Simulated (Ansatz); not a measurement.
# TiC, space group Fm-3m: a convergence test of the k-point mesh

Program: Ansatz's Python interface.

Interactive session:
```pycon
>>> import warnings
>>> import ansatz as az
>>> import pandas as pd
>>> XC = 'pbe'
>>> ECUT = 550
>>> SMEARING = 'Fermi-Dirac'
>>> SIGMA = 0.15
>>> warnings.simplefilter('ignore', az.DeckWarning)
>>> structure = (
...     az.Lattice.of([0.0, 2.1593, 2.1593], [2.1593, 0.0, 2.1593], [2.1593, 2.1593, 0.0])
...     .atom('Ti', [0.0, 0.0, 0.0])
...     .atom('C', [0.5, 0.5, 0.5])
... )
>>> [site.symbol for site in structure.resolved().sites]
['Ti', 'C']
>>> setup = (
...     structure.calculation()
...     .functional(XC)
...     .pseudopotentials('paw')
...     .basis(ECUT)  # a bare number is in eV
...     .occupations(SMEARING, width=SIGMA)
...     .stress()  # positive in compression
... )
>>> rows = []
>>> for value in [(3, 3, 3), (4, 4, 4), (6, 6, 6), (7, 7, 7), (9, 9, 9), (11, 11, 11)]:
...     r = setup.kpoints(mesh=value).run(threads=1).report
...     rows.append((value, r['free_energy_ev'] / len(r['lattice']['sites']), r['n_iterations'], sum(r['stress_gpa'][i][i] for i in range(3)) / 3, r['n_kpoints']))
...
>>> table = pd.DataFrame(rows, columns=['mesh', 'F/atom (eV)', 'iterations', 'P (GPa)', 'k-points'])
>>> table.round(5)
           mesh  F/atom (eV)  iterations  P (GPa)  k-points
0     (3, 3, 3)  -1376.05819           6  3.58708         4
1     (4, 4, 4)  -1376.12215           6  2.23544         8
2     (6, 6, 6)  -1376.13998           6  2.61509        16
3     (7, 7, 7)  -1376.14149           6  2.60044        20
4     (9, 9, 9)  -1376.14242           6  2.58831        35
5  (11, 11, 11)  -1376.14300           6  2.57857        56
>>> # differences from the last row
>>> for row in rows[:-1]:
...     shift = 1000 * (row[1] - rows[-1][1])
...     print(f'{row[0]}: {shift:+.2f} meV/atom' + ('  (within 5 meV)' if abs(shift) < 5 else ''))
...
(3, 3, 3): +84.81 meV/atom
(4, 4, 4): +20.85 meV/atom
(6, 6, 6): +3.02 meV/atom  (within 5 meV)
(7, 7, 7): +1.51 meV/atom  (within 5 meV)
(9, 9, 9): +0.57 meV/atom  (within 5 meV)
```

From 6×6×6 on it stays within 5 meV an atom of the value at 11×11×11; the first row (3×3×3) is off by 84.8 meV and the last but one by 0.57 meV. This holds for F at a smearing of 0.15 eV; a narrower one needs a denser mesh. The pressure moves from 3.59 to 2.58 GPa.

A Fermi-Dirac width this large means warm electrons, whose thermal share enters the free energy. Of the deposited cell: the entry's cell lengths or inner coordinates differ somewhat from later room-temperature determinations. Pressure is positive in compression. The structure is a deposited one; some such entries were measured under pressure or heat, so a shift against it needn't be the functional's error alone. Shifts are counted from the finest mesh, which is itself no proven limit. It ran for 4.9 s on 1 thread of Intel(R) Xeon(R) Processor @ 2.30GHz (shared host), peak memory 0.53 GiB.
